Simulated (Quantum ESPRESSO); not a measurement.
Wanted: the native input for a Quantum ESPRESSO 7.5 run.

```
Task                : single point
Functional          : PBE
Potentials or basis : SSSP 1.3 efficiency PBE
Cutoff              : 748 eV
Density cutoff      : 5987 eV
k mesh              : 9 × 9 × 9
Occupations         : fermi-dirac, width 0.05 eV
Spin                : no spin polarisation
Mixing beta         : 0.5
Most SCF iterations : 120
SCF threshold       : 4e-10 Ry
```

NbCu:

```
CELL_PARAMETERS angstrom
0.00000 2.56221 2.56221
2.56221 0.00000 2.56221
2.56221 2.56221 0.00000
ATOMIC_POSITIONS crystal
Nb 0.99569 0.99464 0.00385
Cu 0.49393 0.48823 0.50273
```

The cell was built by a generator and needn't be a form met in nature.

The cell isn't the ideal one: atoms moved at random, drawn with an rms of 0.05 Å.

These files were run (other wordings do the same):

pw.in

```
&CONTROL
  calculation = 'scf'
  prefix = 'pwscf'
  outdir = './tmp'
  pseudo_dir = './pseudo'
  tprnfor = .true.
  tstress = .true.
  disk_io = 'nowf'
/
&SYSTEM
  ibrav = 0
  nat = 2
  ntyp = 2
  ecutwfc = 55
  ecutrho = 440
  nbnd = 19
  occupations = 'smearing'
  smearing = 'fd'
  degauss = 0.00367493
/
&ELECTRONS
  conv_thr = 4d-10
  electron_maxstep = 120
  mixing_beta = 0.5
/
ATOMIC_SPECIES
Nb    92.9064 Nb.pbe-spn-kjpaw_psl.0.3.0.UPF
Cu    63.5460 Cu.paw.z_11.ld1.psl.v1.0.0-low.upf
CELL_PARAMETERS angstrom
   0.0000000000    2.5622100000    2.5622100000
   2.5622100000    0.0000000000    2.5622100000
   2.5622100000    2.5622100000    0.0000000000
ATOMIC_POSITIONS crystal
Nb    -0.0043120000   -0.0053600000    0.0038480000
Cu     0.4939340000    0.4882300000    0.5027310000
K_POINTS automatic
9 9 9 0 0 0
```

Potentials or basis: SSSP 1.3 efficiency PBE.

Command:

```sh
$ OMP_NUM_THREADS=1 pw.x -in pw.in > pw.out
```

Results of the run:

```
Pressure               : -0.2 GPa
Largest force          : 0.156 eV/Å
Band gap on the k mesh : none (metal or under the smearing width)
```

Wall time 3.7 min on 1 thread of Arm Neoverse V1 (shared host), peak memory 0.32 GiB.
